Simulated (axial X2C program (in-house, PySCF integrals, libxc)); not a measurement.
**SbB⁺: EOM-EA-CCSD levels**

Wanted for SbB⁺: EOM-EA-CCSD levels, at the two-component level.

The runs use an in-house X2C program for linear molecules on PySCF integrals; two-component X2C with atomic mean-field terms, Sb dyall-acv3z, B dyall-av3z.

All values are calculated.

## Step 1: The job

The input, task.json:

```json
{"zs": [51, 5], "q": 1, "bas": ["dyall-acv3z", "dyall-av3z"], "r0": 2.25, "eom": "ea", "thr": -2.0, "nmax": 92, "grid": [1, 0.96, 1.045, 0.92, 1.09, 1.15]}
```

Keys: zs atomic numbers; q charge; bas basis sets; r0 starting distance in Å; eom kind of EOM run; thr threshold in hartree for freezing inner shells (an s shell follows its p shell); nmax most natural virtual spinors; grid distances as factors.

Run with:

```console
$ python soeom.py task.json out
```

After this run come: EOM-EA-CCSD at 2.181 Å.

Q: Predict the outcome of this session. Wanted: next root led by one particle; T1 of the reference; lowest state, Re and ωe.

**Answer**, as computed:

| quantity | value |
| --- | --- |
| lowest root at 2.181 Å | Ω = 3/2, 15.127 eV |
| next root led by one particle | Ω = 1/2, about 510 cm⁻¹ higher |
| T1 of the reference | 0.019 |
| lowest state, Re and ωe | 2.216 Å, 435 cm⁻¹ |

The added electron is bound by 15.13 eV in a spinor of 56% Sb pπ, 34% B pπ, 6% B dπ. Errors of 0.1 to 0.3 eV are usual at this size, and roots led by higher excitations are left out, so the list is incomplete, and low states of that kind can be missing. T1 or the largest double amplitude of the reference is raised, which lowers the reliability.
